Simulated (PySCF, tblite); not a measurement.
# C₂H₁₂N₂SSi₂: geometry, infrared bands and NMR shifts

Wanted: the infrared bands and NMR shifts of C₂H₁₂N₂SSi₂ (`CC[Si@@H](N)S[SiH2]N`), by calculation.

The runs use tblite 0.8.0 and PySCF 2.14.0, with density-fitted response routines of our own; the level of theory stands in each step. All values are computed, except where a source is named. Atoms count from 0, in the outputs and in this text.

## Step 1: The starting structure

19 atoms, charge 0, multiplicity 1; geometry from: force field or distance geometry start.

Bonds of the start (Å): C0–C1 1.49, C1–Si2 1.86, Si2–N3 1.80, Si2–S4 2.13, S4–Si5 2.14, Si5–N6 1.80, C0–H7 1.12, C0–H8 1.10, C0–H9 1.11, C1–H10 1.11, C1–H11 1.12, Si2–H12 1.47, N3–H13 1.03, N3–H14 1.04, Si5–H15 1.47, Si5–H16 1.46, N6–H17 1.06, N6–H18 1.04.

## Step 2: Relaxing the molecule with GFN2-xTB

Job settings and geometry (Å):

```
{"job": {"kind": "relax", "xc": "GFN2-xTB", "basis": "xTB"}, "charge": 0, "multiplicity": 1}
C     -3.130200    -0.817700    -0.325100
C     -1.766200    -1.321400    -0.022600
Si    -0.572300     0.098900    -0.168200
N     -1.369500     1.661200     0.221100
S      1.170500    -0.149800     1.024500
Si     2.860800     0.303700    -0.208700
N      4.288600     0.689200     0.821500
H     -3.388100    -0.059400     0.458800
H     -3.147700    -0.400700    -1.345900
H     -3.869500    -1.643600    -0.214400
H     -1.470200    -2.133000    -0.719900
H     -1.647500    -1.729700     1.009400
H     -0.197800     0.170100    -1.584800
H     -2.262700     1.675900    -0.298100
H     -0.757900     2.412200    -0.144200
H      3.138500    -0.905300    -1.000200
H      2.497000     1.442200    -1.051100
H      4.528300    -0.195000     1.357400
H      5.086200     0.911500     0.198200
```

Command:

```sh
$ OMP_NUM_THREADS=1 python probes_run.py task.json out
```

The driver reads the jobs from task.json and runs them one after another.

**Question.** This job is followed by: GFN2-xTB harmonic vibrations, gas phase; GIAO PBE0/pcSseg-1 NMR shielding, non-relativistic, gas phase. Predict these results of the whole session: strongest single infrared mode (GFN2-xTB); zero-point energy (GFN2-xTB); ¹³C shifts against TMS (PBE0/pcSseg-1); ¹H shifts against TMS (PBE0/pcSseg-1, means over atoms taken as alike); ²⁹Si shifts against TMS (PBE0/pcSseg-1); ¹⁵N shifts against NH3 (PBE0/pcSseg-1); ³³S shifts against CS2 (PBE0/pcSseg-1).

The runs gave:

| quantity | value |
| --- | --- |
| strongest single infrared mode (GFN2-xTB) | 2222 cm⁻¹, 431 km/mol |
| zero-point energy (GFN2-xTB) | 89.8 kcal/mol |
| ¹³C shifts against TMS (PBE0/pcSseg-1) | 13.9, 9.0 ppm |
| ¹H shifts against TMS (PBE0/pcSseg-1, means over atoms taken as alike) | 5.67, 5.47, 5.24, 1.10, 0.99, 0.69, 0.67, 0.27 ppm |
| ²⁹Si shifts against TMS (PBE0/pcSseg-1) | -11.3, -24.7 ppm |
| ¹⁵N shifts against NH3 (PBE0/pcSseg-1) | 22.9, 8.2 ppm |
| ³³S shifts against CS2 (PBE0/pcSseg-1) | -259 ppm |

**Reading.** Relaxing lowered the energy by 0.756 eV in 179 steps; the close pair that moved most is Si5–N6, from 1.802 to 1.710 Å. No mode is imaginary among the 51: a minimum at this level. The strongest single mode, at 2222 cm⁻¹, moves mainly H15. Unscaled tight-binding wavenumbers are off by several per cent, some by more. Its intensities can rank the bands wrongly. At PBE0/pcSseg-1: Shielding is most anisotropic at S4 (span 194 ppm, paramagnetic term -301 ppm).
